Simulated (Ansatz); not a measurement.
# Al2H4Br2: up Jacob's ladder to CCSD(T)

An exercise on one series of results from a longer session: the logs are not shown, and one member is left open.

Method: functionals in def2-TZVPP, the program's frozen cores in correlated methods; program: Ansatz 0.2.0, Gaussian basis.

The runs, in order: LDA (SPW92), PBE-D4, revPBE-D4, BLYP-D4, r2SCAN-D4, B97M-V, PBE0-D4, B3LYP-D4, r2SCANh-D4, r2SCAN0-D4, HSE06-D4, BHLYP-D4, CAM-B3LYP-D4, LC-ωPBE, ωB97X-V, ωB97M-V, B2PLYP, PBE-QIDH; CCSD(T)/def2-SVP; CCSD(T)/def2-TZVPP; MP2/def2-QZVPP; extrapolation to the limit; RPA on PBE.

### The relaxed structure

The geometry comes from an earlier relaxation with PBE0-D4 in a triple-zeta def2 set; it is a stationary point, not always the lowest conformer.

8 atoms, charge 0, spin multiplicity 1.

Atoms are counted from 1 here; the program's logs count them from 0.

Bond lengths: Al1–Br2 2.464 Å, Al1–Br4 2.464 Å, Al1–H5 1.574 Å, Al1–H6 1.574 Å, Br2–Al3 2.464 Å, Al3–Br4 2.464 Å, Al3–H7 1.574 Å, Al3–H8 1.574 Å. Angles: Br2–Al1–Br4 93.3°, Br2–Al1–H5 107.7°, Br2–Al1–H6 107.7°, Br4–Al1–H5 107.7°, Br4–Al1–H6 107.7°, H5–Al1–H6 127.4°, Al1–Br2–Al3 86.7°, Br2–Al3–Br4 93.3°, Br2–Al3–H7 107.7°, Br2–Al3–H8 107.7°, Br4–Al3–H7 107.7°, Br4–Al3–H8 107.7°, H7–Al3–H8 127.4°, Al1–Br4–Al3 86.7°.

Set-up of the first run:

The input, in.yaml:

```yaml
crystal:
  periodic: [false, false, false]
  atoms:
    - {symbol: Al, position_ang: [-0.756826, 1.488660, -0.271106]}
    - {symbol: Br, position_ang: [1.346385, 0.836403, 0.833900]}
    - {symbol: Al, position_ang: [0.756758, -1.488683, 0.271076]}
    - {symbol: Br, position_ang: [-1.345568, -0.836285, -0.835494]}
    - {symbol: H, position_ang: [-0.384859, 2.226574, -1.610209]}
    - {symbol: H, position_ang: [-1.752481, 1.976771, 0.845534]}
    - {symbol: H, position_ang: [1.752785, -1.978144, -0.844475]}
    - {symbol: H, position_ang: [0.383805, -2.225275, 1.610784]}
basis:
  gaussian: {orbitals: def2-TZVPP}
hamiltonian: {xc: lda}
output: {orbitals: {seedname: orbitals}}
```

Command:

```
$ ansatz run in.yaml --threads 4 --pin off --events-out ev --progress --plain --max-ram 10444MiB
```

Among the steps run: LDA; PBE-D4 (GGA); revPBE-D4 (GGA); BLYP-D4 (GGA); r2SCAN-D4 (meta-GGA); B97M-V (meta-GGA); B3LYP-D4 (hybrid); r2SCANh-D4 (hybrid); r2SCAN0-D4 (hybrid); HSE06-D4 (hybrid); BHLYP-D4 (hybrid); CAM-B3LYP-D4 (range-separated); LC-ωPBE (range-separated); ωB97X-V (range-separated); ωB97M-V (range-separated); B2PLYP (double hybrid); PBE-QIDH (double hybrid).

One of the session's tables, all rows but one given; the rest of the session is left out.

It belongs to the step «Orbital energies across the functionals». 

```
  functional  HOMO (eV)  gap (eV)
 LDA (SPW92)      -7.03      4.97
      PBE-D4      -6.98      5.21
   revPBE-D4          ?         ?
     BLYP-D4      -6.88      5.28
   r2SCAN-D4      -7.31      5.93
      B97M-V      -7.42      5.90
     PBE0-D4      -8.23      7.23
    B3LYP-D4      -8.04      6.87
  r2SCANh-D4      -7.77      6.63
  r2SCAN0-D4      -8.45      7.68
    HSE06-D4      -7.83      6.47
    BHLYP-D4      -9.41      9.24
CAM-B3LYP-D4      -9.58      9.54
     LC-ωPBE     -10.95     11.98
     ωB97X-V     -10.60     11.52
     ωB97M-V     -10.40     11.03
```

**Question.** Estimate the row for revPBE-D4.

As computed: HOMO (eV): -6.95; gap (eV): 5.32. In the column «HOMO (eV)» it lies between PBE-D4 (-6.98) and BLYP-D4 (-6.88).
